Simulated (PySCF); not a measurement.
**C₄H₆F₂O₂Si: electronic excitations**

Aim: predict the electronic excitations of C₄H₆F₂O₂Si (`O=C/C(=C\O[SiH3])C(F)F`).

The runs use PySCF 2.14.0, with density-fitted response routines of our own; the level of theory stands in each step. All values are computed, except where a source is named. Atoms count from 0, in the outputs and in this text.

### Step 1. Starting geometry

15 atoms, charge 0, multiplicity 1; geometry from: GFN2-xTB.

Bonds of the start (Å): O0–C1 1.21, C1–C2 1.44, C2–C3 1.37, C3–O4 1.28, O4–Si5 1.69, C2–C6 1.50, C6–F7 1.36, C6–F8 1.36, C1–H9 1.11, C3–H10 1.09, Si5–H11 1.47, Si5–H12 1.45, Si5–H13 1.45, C6–H14 1.10.

### Step 2. TDDFT and polarisability: CAM-B3LYP/def2-SVPD

The job: settings as JSON, then the geometry in Å.

```
{"job": {"kind": "uv", "xc": "CAM-B3LYP", "basis": "def2-SVPD", "nstates": 8, "ntriplets": 3}, "charge": 0, "multiplicity": 1}
O      0.708183     1.678779     0.586263
C     -0.404583     1.205021     0.691251
C     -0.815002    -0.085426     0.213652
C      0.022931    -0.947294    -0.436627
O      1.259678    -0.802246    -0.738974
Si     2.484018     0.348013    -0.591382
C     -2.234476    -0.524597     0.421628
F     -2.297858    -1.703539     1.094824
F     -2.859986    -0.755829    -0.763606
H     -1.200110     1.787700     1.192272
H     -0.395133    -1.905734    -0.755820
H      3.466443    -0.485645    -1.295649
H      2.201845     1.512901    -1.411924
H      2.897135     0.476657     0.794924
H     -2.837499     0.209228     0.977256
```

Method: TDDFT CAM-B3LYP/def2-SVPD, vertical, gas phase, core orbitals frozen in the response.

The run is started by

```
$ OMP_NUM_THREADS=1 python probes_run.py task.json out
```

This one command runs all jobs of the session in turn.

What will the session give for the following? lowest singlet (CAM-B3LYP/def2-SVPD); brightest single state of those computed; lowest triplet; surface potential, 1st and 99th percentile. Wanted: lowest singlet; brightest single state of those computed; lowest triplet; surface potential, 1st and 99th percentile.

**Answer**, as computed:

| quantity | value |
| --- | --- |
| lowest singlet (CAM-B3LYP/def2-SVPD) | 4.04 eV (307 nm), f = 0.001 |
| brightest single state of those computed | state 2, 4.83 eV, f = 0.134 |
| lowest triplet | 3.11 eV |
| surface potential, 1st and 99th percentile | -1.13 V and 1.58 V |

**Reading.** The lowest singlet, at 4.04 eV, is HOMO−1→LUMO 0.89 and is weak; of the 8 states computed, the strongest absorption comes from state 2 at 4.83 eV (the last state computed is bright too, and its partners may lie past the list). The lowest triplet lies 0.94 eV below the lowest singlet (triplets in Tamm-Dancoff, singlets in full TDDFT). At CAM-B3LYP/def2-SVPD, counted by nearest atom on the grid, the HOMO lies on C2 39 %; O0, O4 about 16 % each, the LUMO on C3 28 %; C1 22 %.
